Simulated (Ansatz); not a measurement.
**C7H14O2: a ladder of functionals and wavefunction methods**

One table from this session's results is given with a row withheld; the runs are named, their logs left out.

Computed with Ansatz 0.2.0, Gaussian basis. Level: functionals in def2-TZVPP, the program's frozen cores in correlated methods.

The runs, in order: LDA (SPW92), PBE-D4, revPBE-D4, BLYP-D4, r2SCAN-D4, B97M-V, PBE0-D4, B3LYP-D4, r2SCANh-D4, r2SCAN0-D4, HSE06-D4, BHLYP-D4, CAM-B3LYP-D4, LC-ωPBE, ωB97X-V, ωB97M-V, B2PLYP, PBE-QIDH; CCSD(T)/def2-SVP.

### The relaxed structure

The geometry comes from an earlier relaxation with PBE0-D4 in a triple-zeta def2 set; it is a stationary point, not always the lowest conformer.

SMILES `CCCCC(=O)OCC`, 23 atoms, charge 0, spin multiplicity 1.

Atoms are counted from 1 here; the program's logs count them from 0.

Bond lengths: C1–C2 1.518 Å, C1–H10 1.092 Å, C1–H11 1.093 Å, C1–H12 1.094 Å, C2–C3 1.521 Å, C2–H13 1.097 Å, C2–H14 1.094 Å, C3–C4 1.517 Å, C3–H15 1.094 Å, C3–H16 1.095 Å, C4–C5 1.505 Å, C4–H17 1.096 Å, C4–H18 1.094 Å, C5–O6 1.202 Å, C5–O7 1.339 Å, O7–C8 1.432 Å, C8–C9 1.505 Å, C8–H19 1.093 Å and more. Angles: C2–C1–H10 111.6°, C2–C1–H11 110.9°, C2–C1–H12 111.2°, H10–C1–H11 107.7°, H10–C1–H12 107.7°, H11–C1–H12 107.6°, C1–C2–C3 112.6°, C1–C2–H13 109.7°, C1–C2–H14 109.5°, C3–C2–H13 109.2°, C3–C2–H14 109.1°, H13–C2–H14 106.6°, C2–C3–C4 113.3°, C2–C3–H15 109.4°, C2–C3–H16 109.4°, C4–C3–H15 108.9°, C4–C3–H16 108.8°, H15–C3–H16 106.8° and more.

The first run:

File in.yaml:

```yaml
crystal:
  periodic: [false, false, false]
  atoms:
    - {symbol: C, position_ang: [-2.234225, -2.628309, -1.571395]}
    - {symbol: C, position_ang: [-1.108286, -1.895249, -0.864306]}
    - {symbol: C, position_ang: [-0.440487, -0.856016, -1.750876]}
    - {symbol: C, position_ang: [0.682998, -0.108182, -1.057589]}
    - {symbol: C, position_ang: [0.198337, 0.832879, 0.012408]}
    - {symbol: O, position_ang: [-0.920953, 1.261525, 0.109441]}
    - {symbol: O, position_ang: [1.190401, 1.170012, 0.846213]}
    - {symbol: C, position_ang: [0.850368, 2.109439, 1.871564]}
    - {symbol: C, position_ang: [2.085067, 2.356252, 2.695488]}
    - {symbol: H, position_ang: [-2.697260, -3.374743, -0.922164]}
    - {symbol: H, position_ang: [-3.015787, -1.931970, -1.887182]}
    - {symbol: H, position_ang: [-1.871073, -3.144252, -2.465071]}
    - {symbol: H, position_ang: [-0.354870, -2.615629, -0.523398]}
    - {symbol: H, position_ang: [-1.497995, -1.403614, 0.032483]}
    - {symbol: H, position_ang: [-1.189048, -0.135130, -2.092810]}
    - {symbol: H, position_ang: [-0.039222, -1.344815, -2.645025]}
    - {symbol: H, position_ang: [1.241343, 0.506371, -1.773187]}
    - {symbol: H, position_ang: [1.414316, -0.790951, -0.616180]}
    - {symbol: H, position_ang: [0.034086, 1.698130, 2.470492]}
    - {symbol: H, position_ang: [0.480859, 3.025352, 1.403430]}
    - {symbol: H, position_ang: [2.439393, 1.431960, 3.155647]}
    - {symbol: H, position_ang: [2.889711, 2.765641, 2.081823]}
    - {symbol: H, position_ang: [1.862336, 3.071279, 3.490208]}
basis:
  gaussian: {orbitals: def2-TZVPP}
hamiltonian: {xc: lda}
output: {orbitals: {seedname: orbitals}}
```

Run with:

```bash
$ ansatz run in.yaml --threads 5 --pin off --events-out ev --progress --plain --max-ram 66560MiB --backend cuda --devices 0, --max-vram 37GiB
```

Steps of the session up to this table: LDA; PBE-D4 (GGA); revPBE-D4 (GGA); BLYP-D4 (GGA); r2SCAN-D4 (meta-GGA); B97M-V (meta-GGA); B3LYP-D4 (hybrid); r2SCANh-D4 (hybrid); r2SCAN0-D4 (hybrid); HSE06-D4 (hybrid); BHLYP-D4 (hybrid); CAM-B3LYP-D4 (range-separated); LC-ωPBE (range-separated); ωB97X-V (range-separated); ωB97M-V (range-separated); B2PLYP (double hybrid); PBE-QIDH (double hybrid).

One of the session's tables, all rows but one given; the rest of the session is left out.

It belongs to the step «Orbital energies across the functionals». 

| functional | HOMO (eV) | gap (eV) |
| --- | --- | --- |
| LDA (SPW92) | -6.42 | 5.45 |
| PBE-D4 | -6.19 | 5.50 |
| revPBE-D4 | -6.10 | 5.52 |
| BLYP-D4 | -6.11 | 5.51 |
| r2SCAN-D4 | -6.52 | 6.10 |
| B97M-V | -6.68 | 6.34 |
| PBE0-D4 | -7.85 | 8.29 |
| B3LYP-D4 | -7.60 | 7.75 |
| r2SCANh-D4 | ? | ? |
| r2SCAN0-D4 | -8.09 | 8.70 |
| HSE06-D4 | -7.44 | 7.49 |
| BHLYP-D4 | -9.46 | 11.08 |
| CAM-B3LYP-D4 | -9.34 | 10.95 |
| LC-ωPBE | -10.65 | 13.53 |
| ωB97X-V | -10.34 | 13.11 |
| ωB97M-V | -10.30 | 12.81 |

**Question.** Estimate the row for r2SCANh-D4.

Worked estimate for «HOMO (eV)». Against the share of exact exchange, r2SCAN-D4 (0, -6.52), r2SCAN0-D4 (0.25, -8.09) give a slope of -6.28 per unit share; at 0.1 the line stands at -7.15.

As computed: HOMO (eV): -7.14; gap (eV): 7.14. In «HOMO (eV)» the line misses by -0.01.
